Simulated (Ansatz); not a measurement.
# Ta2Hg: the cost of one run

Program: Ansatz 0.2.0. Level of theory: DFT PBE, scalar-relativistic, plane waves, PAW. These are calculated values, not measurements.

## (1) The starting structure

It takes space group P6/mmm (No. 191, hexagonal). Conventional cell: a = 4.461 Å, b = 4.461 Å, c = 3.138 Å, α = 90.00°, β = 90.00°, γ = 120.00°. Ta (site symmetry -6m2) has 3 Ta at 2.58 Å as nearest neighbours. Hg (site symmetry 6/mmm) has 12 Ta at 3.02 Å and 2 Hg at 3.14 Å as nearest neighbours.

Structure file:

```
CELL_PARAMETERS angstrom
4.46125 0.00000 0.00000
-2.23063 3.86356 0.00000
0.00000 0.00000 3.13788
ATOMIC_POSITIONS crystal
Ta 0.33333 0.66667 0.50000
Ta 0.66667 0.33333 0.50000
Hg 0.00000 0.00000 0.00000
```

This is candidate A: TbCd2 type (P6/mmm, No. 191).

(A quick probe on a coarse mesh, which set the mesh and smearing, is not shown.)

## (3) Coarse relaxation (candidate A)

The input, input.yaml:

```yaml
crystal:
  lattice:
    - [4.4612506902, 0.0, 0.0]
    - [-2.2306253451, 3.8635564304, 0.0]
    - [0.0, 0.0, 3.1378840243]
  atoms:
    - { symbol: Ta, position: [0.3333333333, 0.6666666667, 0.5] }
    - { symbol: Ta, position: [0.6666666667, 0.3333333333, 0.5] }
    - { symbol: Hg, position: [0.0, 0.0, 0.0] }
basis:
  ecutwfc: 420
kpoints:
  mp_grid: { grid: [6, 6, 6] }
hamiltonian:
  xc: pbe
scf:
  occupations: { method: gaussian, width: 0.1 }
  lower_state_search: "off"
output:
  forces: true
  stress: true
  eigenvalues: true
relax:
  adjacent_minimum: "off"
  f_tol: 0.04
  max_steps: 70
  cell: { stress_tol: 0.4 }
```

Command:

```bash
$ ansatz run input.yaml --threads 1 --pin off --max-ram 2560MiB --backend cpu --events-out ev --progress --plain --runs-dir out
```

What time and memory should one allow on 1 thread of Arm Neoverse V1, shared host?

About 19 s, with a peak of 0.35 GiB.
